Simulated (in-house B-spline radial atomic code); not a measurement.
# Kr¹¹⁺: excited configurations

Wanted: excitation energies of Kr¹¹⁺ as differences of total energies (ΔSCF).

Program: in-house B-spline radial atomic code version 1. Level of theory: Dirac-Hartree-Fock, average of configuration, Fermi nucleus, basis-set limit. These are calculated values, not measurements, unless marked.

## 1. The system

| Property | Result |
| --- | --- |
| element | krypton (Z = 36) |
| charge | +11 |
| electrons | 25 |
| configuration | [Ar] 3d7 |
| Hamiltonian | Dirac-Coulomb |
| nucleus | Fermi, rms radius 4.188 fm |

Outer shells as boxes (Hund's rule):

[Ar] 3d7
```
[Ar] core
3d [↑↓][↑↓][↑ ][↑ ][↑ ]
```

The boxes draw the filling by Hund's rule, which heavy ions in jj coupling don't follow; these runs average over all states of the configuration.

Settings, as recorded:

```ini
Z = 36
electrons = 25.0
configuration = [Ar] 3d7
hamiltonian = dirac
method = hf
spin_polarised = False
nucleus = fermi
rms_radius = 4.1884
mass_number = 84
atomic_mass = 83.91149772708
speed_of_light = 137.035999084
```

This reference run was done before. Its total energy is -2740.874405 hartree, and its levels are (the highest eight at most):

| orbital | occupation | energy (eV) | <r> (bohr) |
| --- | --- | --- | --- |
| 2s1/2 | 2 | -2236.92 | 0.1824 |
| 2p1/2 | 2 | -2041.39 | 0.1571 |
| 2p3/2 | 4 | -1987.01 | 0.1610 |
| 3s1/2 | 2 | -554.04 | 0.5100 |
| 3p1/2 | 2 | -481.88 | 0.5080 |
| 3p3/2 | 4 | -472.76 | 0.5163 |
| 3d3/2 | 2.8 | -356.09 | 0.4950 |
| 3d5/2 | 4.2 | -354.51 | 0.4977 |

## 2. [Ar] 3d6 5f1

Settings, as recorded:

```ini
Z = 36
electrons = 25.0
configuration = [Ar] 3d6 5f1
hamiltonian = dirac
method = hf
spin_polarised = False
nucleus = fermi
rms_radius = 4.1884
mass_number = 84
atomic_mass = 83.91149772708
speed_of_light = 137.035999084
```

## 3. [Ne] 3s2 3p5 3d7 5f1

Settings: those of step 2 with these lines changed.

```diff
@@ -2,3 +2,3 @@
 electrons = 25.0
-configuration = [Ar] 3d6 5f1
+configuration = [Ne] 3s2 3p5 3d7 5f1
 hamiltonian = dirac
```

## 4. Configuration [Ar] 3d6 5p1

Settings: those of step 3 with these lines changed.

```diff
@@ -2,3 +2,3 @@
 electrons = 25.0
-configuration = [Ne] 3s2 3p5 3d7 5f1
+configuration = [Ar] 3d6 5p1
 hamiltonian = dirac
```

## 5. Run with [Ar] 3d6 4f1

Settings: those of step 4 with these lines changed.

```diff
@@ -2,3 +2,3 @@
 electrons = 25.0
-configuration = [Ar] 3d6 5p1
+configuration = [Ar] 3d6 4f1
 hamiltonian = dirac
```

## 6. Run with [Ne] 3s2 3p5 3d7 7p1

Settings: those of step 5 with these lines changed.

```diff
@@ -2,3 +2,3 @@
 electrons = 25.0
-configuration = [Ar] 3d6 4f1
+configuration = [Ne] 3s2 3p5 3d7 7p1
 hamiltonian = dirac
```

How far above the reference does each configuration lie (order and size, in eV)?

**Answer**, as computed:

| net move | configuration | energy above the reference (eV) | with Breit, QED, recoil (eV) | largest <r> (bohr) |
| --- | --- | --- | --- | --- |
| 3d → 4f | [Ar] 3d6 4f1 | 224.79 | 224.75 | 1.38 |
| 3d → 5p | [Ar] 3d6 5p1 | 240.83 | 240.82 | 2.15 |
| 3d → 5f | [Ar] 3d6 5f1 | 270.53 | 270.49 | 2.47 |
| 3p → 5f | [Ne] 3s2 3p5 3d7 5f1 | 391.58 | 391.26 | 2.47 |
| 3p → 7p | [Ne] 3s2 3p5 3d7 7p1 | 422.44 | 422.14 | 4.77 |

Quantum defects of the promoted electron, δ = n − ζ/√(−2ε) with ζ = 12 and ε its orbital energy in hartree:

| promotion | δ |
| --- | --- |
| 3d → 4f | 0.078 |
| 3d → 5p | 0.804 |
| 3d → 5f | 0.099 |
| 3p → 5f | 0.100 |
| 3p → 7p | 0.786 |

At the bottom stands 3d → 4f (224.79 eV), at the top 3p → 7p (422.44 eV). 2 of them lie more than 2 % above the ionisation threshold that Koopmans' theorem gives (354.51 eV), where such states can decay by emitting an electron. Of those tabulated, the defect is largest for 5p (0.80) and least for 4f (0.08): low angular momentum penetrates the core, high angular momentum stays outside it. Two partly filled shells share a symmetry and can mix in the average, which may lower the energy, for: 3p → 7p. These are averages over configurations, without correlation, not spectroscopic levels.
